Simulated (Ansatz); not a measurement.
Predict the output of the script below (Ansatz 0.2.0, Python API).

Input file `ch3fsn.xyz`:
```text
6

C    -0.38470    0.41190   -0.31410
Sn    0.30540   -0.63820    1.36210
F     1.72830   -1.79240    0.78010
H    -0.73050   -0.24390   -1.09540
H     0.38620    1.06360   -0.77470
H    -1.26260    1.13490   -0.00420
```

`ch3fsn_states.py`:
```python
'''Restricted and unrestricted solutions of CH3FSn, stretched and not.'''

import warnings

import ansatz
import numpy as np

warnings.simplefilter('ignore', ansatz.DeckWarning)

molecule = ansatz.Crystal.molecule_from_extxyz('ch3fsn.xyz')
symbols = [site.symbol for site in molecule.cartesian_sites]

start = np.array([site.position_ang for site in molecule.cartesian_sites])
for factor in [1.0, 1.5]:
    xyz = (start - start.mean(axis=0)) * factor
    scaled = ansatz.Crystal.molecule()
    for symbol, place in zip(symbols, xyz):
        scaled = scaled.atom(symbol, place.tolist())
    calc = scaled.calculation()
    calc = calc.basis(gaussian='def2-SVP')
    calc = calc.functional('hf')
    calc = calc.spin('collinear')
    for search in ('off', 'standard'):
        try:
            report = calc.scf(lower_state_search=search).run().report
        except ansatz.AnsatzError as error:
            print(f'x{factor} search {search}: {type(error).__name__}')
            continue
        state = report['mean_field']['state']
        print(f'all distances x{factor}, search {search:8s} E = {report["free_energy_ev"]:.5f} eV  <S^2> = {abs(state["spin_squared"]):.3f}  other states met: {len(report["mean_field"]["others"])}')
```

Output of `python ch3fsn_states.py`:
```text
all distances x1.0, search off      E = -9586.49125 eV  <S^2> = 0.000  other states met: 0
all distances x1.0, search standard E = -9586.49182 eV  <S^2> = 0.034  other states met: 2
all distances x1.5, search off      E = -9573.96976 eV  <S^2> = 0.000  other states met: 0
all distances x1.5, search standard E = -9575.07485 eV  <S^2> = 2.021  other states met: 11
```

Total energies depend on the basis set; only differences at equal settings carry meaning. The count of other states can hold repeated and symmetry-equivalent ends of the search; scaling all distances is a test, and for more than two atoms no physical path. The structure is a rough, unrelaxed start. def2 sets replace the cores of elements past krypton by effective core potentials. The expectation value of S² is noticeably off S(S+1) in at least one run, so that state is spin-contaminated. Timing: 22 s on 1 thread of Arm Neoverse V1 (shared host), peak memory 0.22 GiB.
